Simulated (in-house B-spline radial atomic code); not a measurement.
# Te⁷⁺: ionisation energy by several methods

One table from this session's results is given with a row withheld; the runs are named, their logs left out.

The numbers are computed with in-house B-spline radial atomic code version 1 (Dirac-Coulomb, several functionals; spherical all-electron atom at the radial basis limit), except any that are marked as measured or tabulated.

## What is computed

* element: tellurium (Z = 52)
* charge: +7
* electrons: 45
* configuration: [Kr] 4d9
* nucleus: Fermi, rms radius 4.742 fm

Outer shells as boxes (Hund's rule):

[Kr] 4d9
```
[Kr] core
4d [↑↓][↑↓][↑↓][↑↓][↑ ]
```

The boxes only draw the filling; these runs are spin-restricted and spherical.

The first run:

Settings, as recorded:

```ini
Z = 52
electrons = 45.0
configuration = [Kr] 4d9
hamiltonian = dirac
method = pbesol
spin_polarised = False
nucleus = fermi
rms_radius = 4.7423
mass_number = 130
atomic_mass = 129.906222745
speed_of_light = 137.035999084
```

Steps of the session up to this table: PBEsol, a GGA; AM05, a GGA; BLYP, a GGA; exchange-only LDA; BP86, a GGA; LDA (PW92).

One table of the session follows, with a row left open; its other results are not shown here.

```
           method  ΔSCF (eV)  with Breit, QED, recoil (eV)
exchange-only LDA     145.12                        145.12
       LDA (PW92)     147.16                        147.16
           PBEsol     146.96                        146.95
             AM05     146.97                        146.96
             BLYP     146.78                        146.78
             BP86          ?                             ?
```

**Question.** Estimate the row for BP86.

**Answer.** ΔSCF (eV): 147.07; with Breit, QED, recoil (eV): 147.07. In the column «ΔSCF (eV)» it lies between AM05 (146.97) and LDA (PW92) (147.16).
